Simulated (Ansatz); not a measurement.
# GeH5O (doublet): wave-function methods side by side at distance O1–H3 along a hydrogen transfer = 1.063 Å, cc-pVDZ

An exercise on one series of results from a longer session: the logs are not shown, and one member is left open.

Computed with Ansatz 0.2.0, Gaussian basis. Level: cc-pVDZ, core rule «outside noble gas», up to 15 orbitals frozen.

Plan: UHF; CCSD(T) on ROHF; CCSD(T) on UHF; BCCD(T) on ROHF; CISD; CCSDT(Q) on ROHF; CCSDT(Q) on UHF; CASSCF and MRCISD+Q, 3 electrons in 3 orbitals; CASSCF and NEVPT2, 3 electrons in 3 orbitals.

## The system

The geometry derives from fragments relaxed apart (PBE0/def2-TZVP) and kept rigid, so it is no stationary point. A hydrogen atom is moved between rigid fragments. No spin-orbit coupling is included. The filled d shell of Ge may be among the frozen orbitals whatever the setting's name suggests; the logs give the count.

7 atoms, charge 0, spin multiplicity 2.

Atoms are counted from 1 here; the program's logs count them from 0.

Bond lengths: O1–H2 0.960 Å, O1–H3 1.063 Å, Ge4–H5 1.539 Å, Ge4–H6 1.539 Å, Ge4–H7 1.539 Å. Angles: H2–O1–H3 105.1°, H5–Ge4–H6 111.2°, H5–Ge4–H7 111.2°, H6–Ge4–H7 111.2°.

The first run:

in.yaml reads:

```yaml
crystal:
  periodic: [false, false, false]
  atoms:
    - {symbol: O, position_ang: [-2.618996, -0.009969, -0.000001]}
    - {symbol: H, position_ang: [-2.868305, 0.916606, -0.000001]}
    - {symbol: H, position_ang: [-1.555996, -0.009969, -0.000001]}
    - {symbol: Ge, position_ang: [0.594004, -0.009969, 0.000000]}
    - {symbol: H, position_ang: [1.062672, -1.475884, 0.000000]}
    - {symbol: H, position_ang: [1.062674, 0.722988, -1.269519]}
    - {symbol: H, position_ang: [1.062672, 0.722988, 1.269520]}
basis:
  gaussian: {orbitals: cc-pVDZ}
magnetization: {spin_polarized: true, initial_magnetization: 1}
hamiltonian: {xc: hf}
output: {orbitals: {seedname: orbitals}}
```

Command:

```
> ansatz run in.yaml --threads 1 --pin off --events-out ev --progress --plain --max-ram 4096MiB --backend cpu
```

Among the steps run: UHF; CCSD(T) on ROHF; CCSD(T) on UHF; BCCD(T) on ROHF; CISD; CCSDT(Q) on ROHF; CCSDT(Q) on UHF; CASSCF and MRCISD+Q, 3 electrons in 3 orbitals; CASSCF and NEVPT2, 3 electrons in 3 orbitals.

One of the session's tables, all rows but one given; the rest of the session is left out.

```
       method  from UCCSDT(Q) (meV)
         ROHF               +9413.5
          UHF               +9344.9
         RMP2               +1143.9
         UMP2               +1146.7
         CISD               +1041.1
        RCCSD                +210.5
        UCCSD                +205.8
     RCCSD(T)                 +43.1
     UCCSD(T)                     ?
      BCCD(T)                 +42.7
       RCCSDT                 +21.1
       UCCSDT                 +17.5
    RCCSDT(Q)                  +3.8
    UCCSDT(Q)                     0
  CASSCF pair               +8755.7
  NEVPT2 pair               +1141.7
  MRCISD pair                +922.7
MRCISD+Q pair                +133.4
```

Estimate the missing values for UCCSD(T).

**Answer.** from UCCSDT(Q) (meV): +39.7. In the column «from UCCSDT(Q) (meV)» it lies between RCCSDT (+21.1) and BCCD(T) (+42.7).

Caveats from the session: Restricted and unrestricted rows rest on different reference determinants; where their highest levels disagree by more than a few hundredths of an eV, they describe different states and don't form one ladder.
